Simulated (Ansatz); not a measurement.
# C3H7FSn: up Jacob's ladder to CCSD(T)

The task here is to estimate one member of a computed series from the others.

Program: Ansatz 0.2.0, Gaussian basis. Level of theory: functionals in def2-TZVPP, the program's frozen cores in correlated methods. These are calculated values, not measurements.

Levels to be run: PBE-D4, r2SCAN-D4, PBE0-D4, B3LYP-D4, ωB97X-V, ωB97M-V, B2PLYP; CCSD(T)/def2-TZVPP; MP2/def2-QZVPP; extrapolation to the limit.

**Structure used throughout**

The geometry comes from an earlier relaxation with PBE0-D4 in a triple-zeta def2 set; it is a stationary point, not always the lowest conformer. Sn takes the def2 core potential; no spin-orbit term is included.

SMILES `[F][SnH]1[CH2]C[CH2]1`, 12 atoms, charge 0, spin multiplicity 1.

Atoms are counted from 1 here; the program's logs count them from 0.

Bond lengths: F1–Sn2 1.935 Å, Sn2–C3 2.156 Å, Sn2–C5 2.156 Å, Sn2–H6 1.707 Å, C3–C4 1.545 Å, C3–H7 1.092 Å, C3–H8 1.089 Å, C4–C5 1.545 Å, C4–H9 1.095 Å, C4–H10 1.094 Å, C5–H11 1.089 Å, C5–H12 1.092 Å. Angles: F1–Sn2–C3 112.4°, F1–Sn2–C5 112.4°, F1–Sn2–H6 103.0°, C3–Sn2–C5 70.3°, C3–Sn2–H6 128.2°, C5–Sn2–H6 128.2°, Sn2–C3–C4 88.5°, Sn2–C3–H7 107.8°, Sn2–C3–H8 121.8°, C4–C3–H7 112.6°, C4–C3–H8 115.9°, H7–C3–H8 108.9°, C3–C4–C5 106.9°, C3–C4–H9 112.5°, C3–C4–H10 109.1°, C5–C4–H9 112.5°, C5–C4–H10 109.1°, H9–C4–H10 106.6° and more.

Geometry (Å):

| atom | x (Å) | y (Å) | z (Å) |
| --- | --- | --- | --- |
| F1 | -2.5881 | -0.8278 | 1.1769 |
| Sn2 | -1.1747 | 0.4365 | 0.7933 |
| C3 | 0.7830 | -0.4612 | 0.9017 |
| C4 | 1.0179 | -0.0302 | -0.5636 |
| C5 | -0.3743 | 0.1968 | -1.1947 |
| H6 | -1.7247 | 1.8668 | 1.5458 |
| H7 | 0.6505 | -1.5404 | 1.0056 |
| H8 | 1.5284 | -0.1259 | 1.6207 |
| H9 | 1.6187 | -0.7550 | -1.1228 |
| H10 | 1.5735 | 0.9118 | -0.5747 |
| H11 | -0.4357 | 0.9907 | -1.9369 |
| H12 | -0.7976 | -0.7171 | -1.6174 |

The first run:

Input file in.yaml:

```yaml
crystal:
  periodic: [false, false, false]
  atoms:
    - {symbol: F, position_ang: [-2.588142, -0.827793, 1.176883]}
    - {symbol: Sn, position_ang: [-1.174694, 0.436530, 0.793333]}
    - {symbol: C, position_ang: [0.783046, -0.461181, 0.901662]}
    - {symbol: C, position_ang: [1.017868, -0.030237, -0.563612]}
    - {symbol: C, position_ang: [-0.374326, 0.196783, -1.194705]}
    - {symbol: H, position_ang: [-1.724659, 1.866769, 1.545825]}
    - {symbol: H, position_ang: [0.650490, -1.540355, 1.005610]}
    - {symbol: H, position_ang: [1.528399, -0.125928, 1.620705]}
    - {symbol: H, position_ang: [1.618663, -0.754960, -1.122781]}
    - {symbol: H, position_ang: [1.573519, 0.911791, -0.574731]}
    - {symbol: H, position_ang: [-0.435691, 0.990700, -1.936928]}
    - {symbol: H, position_ang: [-0.797573, -0.717117, -1.617359]}
basis:
  gaussian: {orbitals: def2-TZVPP}
hamiltonian: {xc: pbe, dispersion: d4}
output: {forces: true, orbitals: {seedname: orbitals}}
```

Command:

```sh
> ansatz run in.yaml --threads 4 --pin off --events-out ev --progress --plain --max-ram 10444MiB
```

Among the steps run: PBE-D4 (GGA); r2SCAN-D4 (meta-GGA); PBE0-D4 (hybrid); B3LYP-D4 (hybrid); ωB97X-V (range-separated); ωB97M-V (range-separated); B2PLYP (double hybrid); CCSD(T) in def2-TZVPP; MP2 in def2-QZVPP.

One table of the session follows, with a row left open; its other results are not shown here.

| method | atoms, summed (eV) | atomisation energy (eV) |
| --- | --- | --- |
| PBE-D4 | -11722.766 | 46.303 |
| r2SCAN-D4 | -11729.646 | 45.508 |
| PBE0-D4 | -11724.250 | 45.554 |
| B3LYP-D4 | -11733.308 | 45.239 |
| ωB97X-V | -11728.158 | 45.601 |
| ωB97M-V | -11726.734 | 45.450 |
| B2PLYP | -11720.910 | 44.854 |
| HF/def2-TZVPP | -11682.605 | 33.070 |
| MP2/def2-TZVPP | -11700.585 | 45.017 |
| CCSD/def2-TZVPP | -11702.496 | 43.772 |
| CCSD(T)/def2-TZVPP | -11702.918 | 44.475 |
| MP2/CBS | ? | ? |
| CCSD(T)/CBS | -11714.919 | 45.678 |

Q: Estimate the row for MP2/CBS from the others.

**Answer.** atoms, summed (eV): -11712.587; atomisation energy (eV): 46.220. In the column «atoms, summed (eV)» it lies between CCSD(T)/CBS (-11714.919) and CCSD(T)/def2-TZVPP (-11702.918).
